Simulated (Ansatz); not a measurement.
# TeOs3: the cost of one run

Computed with Ansatz 0.2.0 (DFT PBE, scalar-relativistic, plane waves, PAW, unless a step's input says otherwise).

## 1. Starting point

It takes space group Pm-3m (No. 221, cubic). The conventional cell has a = 4.144 Å, b = 4.144 Å, c = 4.144 Å, α = 90.00°, β = 90.00°, γ = 90.00°. Around Te (site symmetry m-3m) lie 12 Os at 2.93 Å. Around Os (site symmetry 4/mmm) lie 4 Te at 2.93 Å and 8 Os at 2.93 Å.

Structure file:

```cif
data_structure
_symmetry_space_group_name_H-M 'P 1'
_symmetry_Int_Tables_number 1
_cell_length_a 4.1444
_cell_length_b 4.1444
_cell_length_c 4.1444
_cell_angle_alpha 90.000
_cell_angle_beta 90.000
_cell_angle_gamma 90.000
_cell_volume 71.18
loop_
_atom_site_label
_atom_site_type_symbol
_atom_site_fract_x
_atom_site_fract_y
_atom_site_fract_z
_atom_site_occupancy
Te1 Te 0.00000 0.00000 0.00000 1
Os1 Os 0.00000 0.50000 0.50000 1
Os2 Os 0.50000 0.00000 0.50000 1
Os3 Os 0.50000 0.50000 0.00000 1
```

(A quick probe on a coarse mesh, which set the mesh and smearing, is not shown.)

## 3. A loose first relaxation

input.yaml reads:

```yaml
crystal:
  lattice:
    - [4.1443780901, 0.0, 0.0]
    - [0.0, 4.1443780901, 0.0]
    - [0.0, 0.0, 4.1443780901]
  atoms:
    - { symbol: Te, position: [0.0, 0.0, 0.0] }
    - { symbol: Os, position: [0.0, 0.5, 0.5] }
    - { symbol: Os, position: [0.5, 0.0, 0.5] }
    - { symbol: Os, position: [0.5, 0.5, 0.0] }
basis:
  ecutwfc: 420
kpoints:
  mp_grid: { grid: [4, 4, 4] }
hamiltonian:
  xc: pbe
scf:
  occupations: { method: gaussian, width: 0.1 }
  lower_state_search: "off"
output:
  forces: true
  stress: true
  eigenvalues: true
relax:
  adjacent_minimum: "off"
  f_tol: 0.04
  max_steps: 70
  cell: { stress_tol: 0.4 }
```

Run with:

```bash
ansatz run input.yaml --threads 1 --pin off --max-ram 2560MiB --backend cpu --events-out ev --progress --plain --runs-dir out
```

**Question.** How long does this run take on 1 thread of Intel Xeon 6975P-C (Granite Rapids), shared host, and how much memory does it need?

About 4.6 s, with a peak of 0.4 GiB.
